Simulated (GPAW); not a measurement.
Runs of GPAW 26.7.0 on Cd3Se. Symmetry: I4/mmm, No. 139, tetragonal system. The conventional cell has a = 4.082 Å, b = 4.082 Å, c = 12.174 Å, α = 90.00°, β = 90.00°, γ = 90.00°. Cd (site symmetry 4/mmm) is surrounded by 4 Se at 2.89 Å. Around Cd (site symmetry -4m2) lie 4 Cd at 2.89 Å. Se (site symmetry 4/mmm) is surrounded by 4 Cd at 2.89 Å. The cell comes from a database or a generator and needn't be the stable form of this composition.

```tsv
task	level	potentials or basis	k mesh	cutoff (eV)	maxiter	band path	band points	convergence	mesh quality	gap on the mesh (eV)	pressure (GPa)
band structure	PBE	GPAW PAW data sets (gpaw-data 1.2.1), pw	6 × 6 × 6	600	150	GXYSGZS1NPY1Z,XP	100	-	coarse	-	-0.9
single point	LDA	the program's PAW data sets (release 1.2.1) made for this functional, pw	7 × 7 × 7	450	120	-	-	default	not flagged	none	(b)
single point	PBE	GPAW PAW data sets (gpaw-data 1.2.1), pw	7 × 7 × 7	450	120	-	-	default	not flagged	none	-1.9
band structure	PBEsol	PAW data sets generated in the run's folder for this functional, pw	6 × 6 × 6	600	150	GXYSGZS1NPY1Z,XP	100	-	coarse	-	-4.1
single point	PBEsol	PAW data sets generated in the run's folder for this functional, pw	9 × 9 × 9	600	150	-	-	-	not flagged	none	-4.0
band structure	LDA	the program's PAW data sets (release 1.2.1) made for this functional, pw	6 × 6 × 6	600	150	GXYSGZS1NPY1Z,XP	100	-	coarse	-	(a)
```

Alike in all rows: no spin polarisation; cell as given; smearing fermi-dirac 0.05 eV.

Fill in the values left out.

(a) -6.0; (b) -7.1.

Caveats: some runs use coarse meshes; the cutoff is short for stress and forces, so pressures can be off by a GPa or more (some runs).

A k mesh can miss the band edges, and the runs leave out spin-orbit coupling on Cd, Se.

A gap of «none» marks a metal or a gap under the smearing width.

Not every run made on this cell is shown here.
